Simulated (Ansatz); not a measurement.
# FGaH4: the cost of one run

The runs use Ansatz 0.2.0; RKS PBE0-D4/def2-TZVP.

**1. Reference run: GaH₄F, relaxed**

File input.yaml:

```yaml
crystal:
  periodic: [false, false, false]
  atoms:
    - { symbol: Ga, position_ang: [-0.483665, -0.329636, -0.430727] }
    - { symbol: F, position_ang: [0.402283, -0.186471, 1.493645] }
    - { symbol: H, position_ang: [0.163052, -1.542876, -1.168875] }
    - { symbol: H, position_ang: [-1.861388, 0.400969, -0.379735] }
    - { symbol: H, position_ang: [0.827253, 0.591399, 0.667712] }
    - { symbol: H, position_ang: [0.952465, 1.066716, -0.18202] }
basis:
  gaussian: { orbitals: def2-TZVP }
hamiltonian:
  xc: pbe0
  dispersion: d4
output:
  forces: true
relax:
  f_tol: 0.02
  max_steps: 120
  constraints:
    - { distance: [0, 5] }
    - { distance: [1, 4] }
    - { distance: [0, 1] }
    - { distance: [4, 5] }
  escape_saddle: false
```

Launch:

```sh
$ ansatz run input.yaml --threads 1 --pin off --max-ram 2560MiB --backend cpu --events-out ev --progress --plain --runs-dir out
```

Q: Estimate wall time and peak memory on 1 thread of Arm Neoverse V2, shared host.

About 7.8 s, with a peak of 0.17 GiB.
